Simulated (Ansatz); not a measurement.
# ClFH3NOTi: the cost of one run

All numbers below are computed with Ansatz 0.2.0 (RKS PBE-D4/def2-SVP).

## 1. Starting point

Bond lengths: Ti1–O2 1.920 Å, O2–H3 1.010 Å, Ti1–Cl4 2.370 Å, Ti1–N5 2.059 Å, N5–H6 1.060 Å, N5–H7 1.060 Å, Ti1–F8 1.829 Å. Angles: Ti1–O2–H3 109.5°, O2–Ti1–Cl4 109.4°, O2–Ti1–N5 109.5°, O2–Ti1–F8 109.5°, Cl4–Ti1–N5 109.5°, Cl4–Ti1–F8 109.5°, N5–Ti1–F8 109.5°, Ti1–N5–H6 120.0°, Ti1–N5–H7 120.0°, H6–N5–H7 120.0°.

As a file:

```xyz
8

Ti    0.0000    0.0000    0.0000
O     0.0000    0.0000    1.9200
H    -0.9095   -0.2814    2.2571
Cl    2.2349    0.0000   -0.7892
N    -0.9703    1.6810   -0.6860
H    -1.9904    1.6258   -0.9687
H    -0.4498    2.6017   -0.7565
F    -0.8619   -1.4933   -0.6094
```

## 2. Preparing the start

Contents of input.yaml:

```yaml
crystal:
  periodic: [false, false, false]
  atoms:
    - { symbol: Ti, position_ang: [0.0, 0.0, 0.0] }
    - { symbol: O, position_ang: [0.0, 0.0, 1.92] }
    - { symbol: H, position_ang: [-0.9095, -0.2814, 2.2571] }
    - { symbol: Cl, position_ang: [2.2349, 0.0, -0.7892] }
    - { symbol: "N", position_ang: [-0.9703, 1.681, -0.686] }
    - { symbol: H, position_ang: [-1.9904, 1.6258, -0.9687] }
    - { symbol: H, position_ang: [-0.4498, 2.6017, -0.7565] }
    - { symbol: F, position_ang: [-0.8619, -1.4933, -0.6094] }
basis:
  gaussian: { orbitals: def2-SVP }
hamiltonian:
  xc: pbe
  dispersion: d4
relax:
  f_tol: 0.02
  max_steps: 40
```

Command:

```
$ ansatz run input.yaml --threads 2 --pin off --max-ram 3072MiB --backend cpu --events-out ev --progress --plain --runs-dir out
```

Q: Estimate wall time and peak memory on 2 threads of Arm Neoverse V2, shared host.

About 39 s, with a peak of 0.19 GiB.
